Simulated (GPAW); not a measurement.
Crystal: HfO2.

```
Hf O
1.0
     0.00000    2.55750    2.55750
     2.55750    0.00000    2.55750
     2.55750    2.55750    0.00000
Hf O
1 2
Cartesian
  0.0000 0.0000 0.0000
  3.8363 3.8363 3.8363
  1.2788 1.2788 1.2788
```

Measurements of this composition are mostly on another form, of space group No. 14.

Base run:

| Item | Value |
| --- | --- |
| Program | GPAW 26.7.0 |
| Functional | PBEsol |
| Potentials or basis | PAW data sets generated in the run's folder for this functional |
| Cutoff | 800 eV |
| Basis | pw |
| k mesh | 9 × 9 × 9 |
| Occupations | fermi-dirac, width 0.05 eV |
| Spin | no spin polarisation |
| Hubbard terms | Hf d U = 2 eV |

Its results: band gap on the k mesh 4.09 eV, indirect (least direct gap 4.22 eV); pressure -5.0 GPa.

Task: After a change of settings the same cell gave: band gap on the k mesh 4.98 eV, indirect (least direct gap 5.24 eV); pressure 13.1 GPa. Which change was it?
A. hubbard terms from Hf d U = 2 eV to none
B. hubbard terms from Hf d U = 2 eV to Hf d U = 8 eV
C. hubbard terms from Hf d U = 2 eV to Hf d U = 6 eV

Result: B.

Caveats: spin-orbit coupling is left out, which moves the levels of the heavy elements; the mesh misses the band edges, which the band path finds closer together (some runs).

Runs at the PBE level aren't shown here.
